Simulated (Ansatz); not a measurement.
# C₂H₇NSSi: one species, many methods

How much do the methods differ for C₂H₇NSSi? The plan is to run it at one geometry with functionals of several rungs and with coupled cluster, and see how far each lands from CCSD(T) at the basis-set limit for the atomisation energy.

Program: Ansatz 0.2.0, Gaussian basis. Level of theory: functionals in def2-TZVPP, the program's frozen cores in correlated methods. These are calculated values, not measurements.

The runs, in order: PBE-D4, r2SCAN-D4, PBE0-D4, B3LYP-D4, ωB97X-V, ωB97M-V, B2PLYP; CCSD(T)/def2-TZVPP; MP2/def2-QZVPP; extrapolation to the limit.

### Step 1. The geometry

All runs share one geometry, relaxed beforehand with PBE0-D4 in a triple-zeta def2 set.

SMILES `C=CS[SiH2]N`, 12 atoms, charge 0, spin multiplicity 1.

Atoms are counted from 1 here; the program's logs count them from 0.

Bond lengths: C1–C2 1.327 Å, C1–H6 1.084 Å, C1–H7 1.084 Å, C2–S3 1.759 Å, C2–H8 1.087 Å, S3–Si4 2.146 Å, Si4–N5 1.710 Å, Si4–H9 1.484 Å, Si4–H10 1.481 Å, N5–H11 1.008 Å, N5–H12 1.008 Å. Angles: C2–C1–H6 120.3°, C2–C1–H7 121.9°, H6–C1–H7 117.7°, C1–C2–S3 123.5°, C1–C2–H8 120.6°, S3–C2–H8 115.8°, C2–S3–Si4 99.4°, S3–Si4–N5 118.4°, S3–Si4–H9 107.0°, S3–Si4–H10 102.9°, N5–Si4–H9 106.2°, N5–Si4–H10 109.1°, H9–Si4–H10 113.5°, Si4–N5–H11 119.4°, Si4–N5–H12 119.9°, H11–N5–H12 110.7°.

### Step 2. PBE-D4 (GGA)

File in.yaml:

```yaml
crystal:
  periodic: [false, false, false]
  atoms:
    - {symbol: C, position_ang: [-2.094865, 0.166195, 1.510966]}
    - {symbol: C, position_ang: [-0.985442, -0.376569, 1.026411]}
    - {symbol: S, position_ang: [0.624800, 0.252794, 1.348357]}
    - {symbol: Si, position_ang: [1.585756, -0.286412, -0.493341]}
    - {symbol: N, position_ang: [1.165140, 0.571145, -1.912230]}
    - {symbol: H, position_ang: [-3.055756, -0.302671, 1.334080]}
    - {symbol: H, position_ang: [-2.078051, 1.074731, 2.101733]}
    - {symbol: H, position_ang: [-1.027348, -1.291326, 0.440403]}
    - {symbol: H, position_ang: [1.253383, -1.709196, -0.755636]}
    - {symbol: H, position_ang: [3.019100, -0.058591, -0.196910]}
    - {symbol: H, position_ang: [0.305042, 0.348149, -2.387724]}
    - {symbol: H, position_ang: [1.365241, 1.556653, -1.982009]}
basis:
  gaussian: {orbitals: def2-TZVPP}
hamiltonian: {xc: pbe, dispersion: d4}
output: {forces: true, orbitals: {seedname: orbitals}}
```

Launch:

```console
ansatz run in.yaml --threads 4 --pin off --events-out ev --progress --plain --max-ram 10444MiB
```

Further steps of the session: r2SCAN-D4 (meta-GGA); PBE0-D4 (hybrid); B3LYP-D4 (hybrid); ωB97X-V (range-separated); ωB97M-V (range-separated); B2PLYP (double hybrid); CCSD(T) in def2-TZVPP; MP2 in def2-QZVPP.

Before running them: what should the planned runs give, taken together? Wanted: atomisation energy, CCSD(T)/CBS; farthest; mean size of error, hybrid; mean size of error, range-separated; gap, smallest and largest; T1 diagnostic; triples share of the correlation energy.

The runs gave:

| quantity | value |
| --- | --- |
| atomisation energy, CCSD(T)/CBS | 4369.9 kJ/mol |
| functionals within 21.8 kJ/mol (0.5 %) | r2SCAN-D4, PBE0-D4, B3LYP-D4, ωB97X-V, ωB97M-V |
| farthest | PBE-D4 (+81.3 kJ/mol) |
| mean size of error, hybrid | 7.2 kJ/mol |
| mean size of error, range-separated | 18.7 kJ/mol |
| gap, smallest and largest | 4.31 eV (PBE-D4), 10.77 eV (ωB97X-V) |
| T1 diagnostic | 0.0118 |
| triples share of the correlation energy | 4.3 % |

What this shows: PBE-D4 misses by +81.3 kJ/mol. Double hybrids carry the basis error of their MP2 part in triple zeta, and no dispersion term here, so their miss is partly the set-up's. Misses under about 21.8 kJ/mol are within the doubt on the reference itself, which lacks core-valence correlation, relativity and higher excitations. Hartree-Fock recovers 72 % of the binding; the rest is correlation. The gap grows from 4.3 to 10.8 eV across the functionals, mostly with the share of exact exchange.
